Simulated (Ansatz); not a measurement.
## C, space group Fmmm: a band structure, step by step

Program: Ansatz's Python interface.

Contents of `c.xyz`:
```text
2
Lattice="0.0 2.127 3.348 1.228 0.0 3.348 1.228 2.127 0.0" Properties=species:S:1:pos:R:3 pbc="T T T"
C     1.22800000    0.70901418    3.34800000
C     1.22800000    3.54498582    3.34800000
```

The cells in order, each with its output:

**Cell 1**
```python
import ansatz
import matplotlib.pyplot as plt
import numpy as np
```

**Cell 2**
```python
CUTOFF = 510
OCCUPATIONS = "methfessel_paxton"
SIGMA = 0.05
EXTRA_BANDS = 8
```

**Cell 3**
```python
material = ansatz.Crystal.from_extxyz("c.xyz")
```

**Cell 4**
```python
material.resolved().sites[-1]
```
Output:
```text
Site(symbol='C', position=(0.8333300000000001, 0.16666999999999993, 0.8333300000000001), moment=None, axis=None, held=None, saved=None)
```

**Cell 5**
```python
# high-symmetry points in fractions of the reciprocal vectors
path = [
    ("G", (0.0, 0.0, 0.0)),
    ("Y", (0.5, 0.0, 0.5)),
    ("T", (1.0, 0.5, 0.5)),
    ("Z", (0.5, 0.5, 0.0)),
    ("G", (0.0, 0.0, 0.0)),
    ("SIGMA_0", (0.0, 0.36696, 0.36696)),
]
calc = (
    material.calculation()
    .functional(ansatz.Functional.PBESOL)
    .basis(CUTOFF)
    .kpoints(16)
    .occupations(OCCUPATIONS, width=SIGMA)
    .band_structure([point for _, point in path], intervals=4)
    .scf(extra_bands=EXTRA_BANDS)
)
out = calc.run(threads=1)
summary = out.report
```

**Cell 6**
```python
sorted(key for key in summary if key.endswith("_ev"))
```
Output:
```text
['eigenvalues_ev', 'energy_sigma0_ev', 'entropy_ts_ev', 'fermi_energy_ev', 'free_energy_ev',
 'gap_by_band_count_ev', 'harris_foulkes_ev', 'internal_energy_ev', 'lagrangian_above_aufbau_ev',
 'lagrangian_ev', 'lagrangian_sigma0_ev', 'loop_eigenvalues_ev', 'loop_fermi_energy_ev',
 'occupations_fermi_energy_ev', 'residual_norms_ev']
```

**Cell 7**
```python
print("%-22s %14.5f eV" % ("F = E - TS", summary["free_energy_ev"]))
print("%-22s %14.5f eV" % ("E", summary["internal_energy_ev"]))
print("%-22s %14.5f eV" % ("Harris-Foulkes", summary["harris_foulkes_ev"]))
print("%-22s %14.5f eV" % ("Fermi level", summary["fermi_energy_ev"]))
```
Output:
```text
F = E - TS                 -493.37889 eV
E                          -493.37890 eV
Harris-Foulkes             -493.37889 eV
Fermi level                   6.90603 eV
```

**Cell 8**
```python
bands = out.band_structure()
fermi = bands.fermi_energy_ev
print(f"zero of the bands: {fermi:.3f} eV, the Fermi level found on the SCF mesh")
reciprocal = 2 * np.pi * np.linalg.inv(out.lattice.cell_ang).T
steps = np.linalg.norm(np.diff(bands.kpoints_frac @ reciprocal, axis=0), axis=1)
distance = np.concatenate([[0], np.cumsum(steps)])
fig, ax = plt.subplots(figsize=(5, 4))
for channel, colour in zip(bands.channels, ("C0", "C3")):
    ax.plot(distance, channel.eigenvalues_ev - fermi, colour, lw=1)
ax.set_xticks(distance[::4], [label for label, _ in path])
ax.set(ylim=(-8, 8), ylabel="E - E_F (eV)", xlim=(0, distance[-1]))
ax.grid(axis="x")
fig.savefig("bands.png", dpi=100)
first = bands.channels[0].eigenvalues_ev - fermi
near = np.argsort(np.abs(first.mean(axis=0)))[:4]
for band in sorted(near):
    print(f"band {band + 1}: {first[:, band].min():.3f} to {first[:, band].max():.3f} eV")
```
Output:
```text
zero of the bands: 6.906 eV, the Fermi level found on the SCF mesh
band 3: -10.003 to -2.868 eV
band 4: -4.943 to -1.155 eV
band 5: 0.782 to 8.530 eV
band 6: 7.068 to 10.621 eV
```

What to keep in mind:
- Absolute energies stand on the zero of these potentials, so only differences at equal settings mean something. A total without «per atom» is that of the whole cell that was run.
- Semilocal gaps usually lie well under measured ones.
- An absolute Fermi energy rests on an arbitrary zero of the periodic potential and has no direct meaning.
- This isn't the structure that C takes at ambient conditions.
- Gaps and levels are Kohn-Sham values on a finite set of k-points.
- It ran for 12 s on 1 thread of Arm Neoverse V2, with other jobs on the host, peak memory 0.5 GiB.
